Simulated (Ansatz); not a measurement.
# C2H8Ge: energies of removing a hydrogen in Python

A script is to give energies of removing a hydrogen; the system is C2H8Ge.

Program: the Python package of Ansatz 0.2.0. Level of theory: B3LYP/6-31G*. These are calculated values, not measurements.

**1. The system**

Bond lengths: C1–C2 1.472 Å, C2–Ge3 1.918 Å, C1–H4 1.166 Å, C1–H5 1.173 Å, C1–H6 1.125 Å, C2–H7 1.113 Å, C2–H8 1.064 Å, Ge3–H9 1.597 Å, Ge3–H10 1.570 Å, Ge3–H11 1.552 Å. Angles (14 of 18 angles, heavy atoms first): C1–C2–Ge3 108.8°, C1–C2–H7 110.0°, C1–C2–H8 111.4°, Ge3–C2–H7 107.8°, Ge3–C2–H8 108.3°, C2–C1–H4 113.0°, C2–C1–H5 109.0°, C2–C1–H6 113.9°, C2–Ge3–H9 111.2°, C2–Ge3–H10 110.8°, C2–Ge3–H11 110.9°, H7–C2–H8 110.5°, H4–C1–H5 107.0°, H4–C1–H6 108.7°.

The script holds or builds the structure itself.

**2. Script**

Input file bde_c2h8ge.py:

```python
'''X-H bond energies of C2H8Ge without relaxation.'''

import ansatz

BASIS = '6-31G*'
XC = 'b3lyp'


def energy_of(molecule, charge=0, unpaired=0):
    calc = molecule.calculation().basis(gaussian=BASIS).functional(XC)
    if charge:
        calc = calc.charge(charge)
    if unpaired:
        calc = calc.spin('collinear', total=unpaired)
    report = calc.run(threads=1).report
    if report['published_state_doubts']:
        print('  doubts:', report['published_state_doubts'])
    return report['free_energy_ev']

GEOMETRY = '''
C    -0.72730    1.08670   -0.32930
C    -0.45630   -0.34780   -0.51540
Ge    0.98450   -0.86000    0.64280
H     0.18400    1.76120   -0.60200
H    -1.61180    1.40330   -1.03150
H    -1.07640    1.35330    0.70690
H    -0.13600   -0.54120   -1.56380
H    -1.30720   -0.93820   -0.27140
H     0.62020   -0.58420    2.17310
H     2.27560   -0.02280    0.32920
H     1.31590   -2.36730    0.48180
'''

def without(molecule, index):
    rest = ansatz.Crystal.molecule()
    for i, site in enumerate(molecule.cartesian_sites):
        if i != index:
            rest = rest.atom(site.symbol, site.position_ang)
    return rest

molecule = ansatz.Crystal.molecule()
for line in GEOMETRY.strip().splitlines():
    symbol, *xyz = line.split()
    molecule = molecule.atom(symbol, [float(v) for v in xyz])

whole = energy_of(molecule, 0)
hydrogen = energy_of(ansatz.Crystal.molecule().atom('H', (0, 0, 0)), 0, 1)
print(f'E(molecule) = {whole:.5f} eV, E(H) = {hydrogen:.5f} eV')
for index in [5, 7, 10]:
    radical = energy_of(without(molecule, index), 0, 1)
    print(f'H{index}: homolysis {(radical + hydrogen - whole):.3f} eV')
    anion = energy_of(without(molecule, index), -1)
    print(f'H{index}: loss of a proton {(anion - whole):.3f} eV')
```

**3. The input behind the calls**

The engine receives this input (first run):

```yaml
crystal:
  periodic: [false, false, false]
  atoms:
    - { symbol: C, position_ang: [-0.7273, 1.0867, -0.3293] }
    - { symbol: C, position_ang: [-0.4563, -0.3478, -0.5154] }
    - { symbol: Ge, position_ang: [0.9845, -0.86, 0.6428] }
    - { symbol: H, position_ang: [0.184, 1.7612, -0.602] }
    - { symbol: H, position_ang: [-1.6118, 1.4033, -1.0315] }
    - { symbol: H, position_ang: [-1.0764, 1.3533, 0.7069] }
    - { symbol: H, position_ang: [-0.136, -0.5412, -1.5638] }
    - { symbol: H, position_ang: [-1.3072, -0.9382, -0.2714] }
    - { symbol: H, position_ang: [0.6202, -0.5842, 2.1731] }
    - { symbol: H, position_ang: [2.2756, -0.0228, 0.3292] }
    - { symbol: H, position_ang: [1.3159, -2.3673, 0.4818] }
basis:
  gaussian:
    orbitals: "6-31G*"
hamiltonian:
  xc: b3lyp
```

**4. The run**

Launch:

```sh
python bde_c2h8ge.py
```

What it wrote:

```text
E(molecule) = -58716.03125 eV, E(H) = -13.61312 eV
H5: homolysis 4.911 eV
H5: loss of a proton 19.048 eV
H7: homolysis 4.781 eV
H7: loss of a proton 18.197 eV
H10: homolysis 3.783 eV
H10: loss of a proton 16.949 eV
```

It took 14 s on 1 thread of Intel Xeon 6975P-C (Granite Rapids), shared host; peak memory 0.28 GiB.

**5. What changed from run to run**

The engine's inputs for some of the other runs:

Run 4, against run 1:

```diff
@@ -9 +8,0 @@
-    - { symbol: H, position_ang: [-1.0764, 1.3533, 0.7069] }
@@ -19,0 +19 @@
+total_charge: -1.0
```

Run 7, against run 1:

```diff
@@ -14 +13,0 @@
-    - { symbol: H, position_ang: [1.3159, -2.3673, 0.4818] }
@@ -19,0 +19,3 @@
+magnetization:
+  spin_polarized: true
+  initial_magnetization: 1.0
```

Run 8, against run 1:

```diff
@@ -14 +13,0 @@
-    - { symbol: H, position_ang: [1.3159, -2.3673, 0.4818] }
@@ -19,0 +19 @@
+total_charge: -1.0
```

**6. What the script built**

Run 8 starts from these 10 atoms:

```xyz
10

C    -0.727    1.087   -0.329
C    -0.456   -0.348   -0.515
Ge    0.985   -0.860    0.643
H     0.184    1.761   -0.602
H    -1.612    1.403   -1.032
H    -1.076    1.353    0.707
H    -0.136   -0.541   -1.564
H    -1.307   -0.938   -0.271
H     0.620   -0.584    2.173
H     2.276   -0.023    0.329
```

Lines on the test bed's own set-up are left out of the output.

**7. The runs side by side**

The 8 runs, in the order started:

```
run             system  unpaired or total moment  energy (eV)  <S²>  SCF cycles  CPU time (s)
  1             C2H8Ge                   not set  -58716.0313  0.00          16           1.6
  2                  H                         1     -13.6131  0.75           8          0.03
  3             C2H7Ge                         1  -58697.5067  0.75          18           2.5
  4  C2H7Ge, charge -1                   not set  -58696.9828  0.00          19           1.6
  5             C2H7Ge                         1  -58697.6368  0.75          18           2.4
  6  C2H7Ge, charge -1                   not set  -58697.8342  0.00          17           1.5
  7             C2H7Ge                         1  -58698.6348  0.75          18           2.5
  8  C2H7Ge, charge -1                   not set  -58699.0820  0.00          16           1.6
```

Totals carry meaning only in balanced differences at one level of theory.

**8. Results**

| quantity | value |
| --- | --- |
| weakest bond to hydrogen among those tried (homolysis) | H10 (counted from 0), 3.783 eV |
| easiest loss of a proton among those tried | H10, 16.949 eV |
| runs compared | 8 |

Atoms are numbered as in the script, from 0. The fragments aren't relaxed and zero-point energy is left out, so these aren't bond dissociation enthalpies. Losing a bare proton in the gas phase costs far more than homolysis, as charges must be parted. All 8 runs converged, in 8 to 19 cycles. What to keep in mind:
- The geometry is a force-field or estimated start, not a minimum of this method, and the basis set is short of its limit. All parts are taken at fixed geometry, without zero-point energy.
- b3lyp holds the VWN-RPA fit, as in Gaussian; the form of ORCA and Turbomole is b3lyp5.
- Anions want diffuse functions, which this basis lacks.
